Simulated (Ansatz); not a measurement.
# Al7Cu: the cost of one run

Computed with Ansatz 0.2.0 (DFT PBE, scalar-relativistic, plane waves, PAW, unless a step's input says otherwise).

## 1. The system as given

The structure is cubic, space group Fm-3m (No. 225). The conventional cell has a = 7.960 Å, b = 7.960 Å, c = 7.960 Å, α = 90.00°, β = 90.00°, γ = 90.00°. Al (site symmetry mmm) has 10 Al at 2.81 Å and 2 Cu at 2.81 Å as nearest neighbours. Al (site symmetry m-3m) is surrounded by 12 Al at 2.81 Å. Around Cu (site symmetry m-3m) lie 12 Al at 2.81 Å.

As a file:

```cif
data_structure
_symmetry_space_group_name_H-M 'Fm-3m'
_symmetry_Int_Tables_number 225
_cell_length_a 7.9595
_cell_length_b 7.9595
_cell_length_c 7.9595
_cell_angle_alpha 90.000
_cell_angle_beta 90.000
_cell_angle_gamma 90.000
_cell_volume 504.27
loop_
_atom_site_label
_atom_site_type_symbol
_atom_site_symmetry_multiplicity
_atom_site_Wyckoff_symbol
_atom_site_fract_x
_atom_site_fract_y
_atom_site_fract_z
_atom_site_occupancy
Al1 Al 24 d 0.00000 0.75000 0.75000 1
Al2 Al 4 a 0.00000 0.00000 0.00000 1
Cu1 Cu 4 b 0.50000 0.00000 0.00000 1
```

The start is the relaxed end of an invented cell (made as: random cell by space group and Wyckoff sites (Fm-3m, No. 225)), taken up again for a closer look.

## 2. A first look at the guess

Input file input.yaml:

```yaml
crystal:
  lattice:
    - [0.0, 3.9797636, 3.9797636]
    - [3.9797636, 0.0, 3.9797636]
    - [3.9797636, 3.9797636, 0.0]
  atoms:
    - { symbol: Al, position: [0.5, 0.0, 0.0] }
    - { symbol: Al, position: [0.0, 0.5, 0.5] }
    - { symbol: Al, position: [0.0, 0.5, 0.0] }
    - { symbol: Al, position: [0.5, 0.0, 0.5] }
    - { symbol: Al, position: [0.0, 0.0, 0.5] }
    - { symbol: Al, position: [0.5, 0.5, 0.0] }
    - { symbol: Al, position: [0.0, 0.0, 0.0] }
    - { symbol: Cu, position: [0.5, 0.5, 0.5] }
basis:
  ecutwfc: 420
kpoints:
  mp_grid: { grid: [4, 4, 4] }
hamiltonian:
  xc: pbe
scf:
  occupations: { method: gaussian, width: 0.1 }
  lower_state_search: "off"
output:
  forces: true
  stress: true
  eigenvalues: true
```

Run with:

```console
> ansatz run input.yaml --threads 4 --pin off --max-ram 8192MiB --backend cpu --events-out ev --progress --plain --runs-dir out
```

What time and memory should one allow on 4 threads of Arm Neoverse V1, shared host?

About 1.4 s, with a peak of 0.41 GiB.
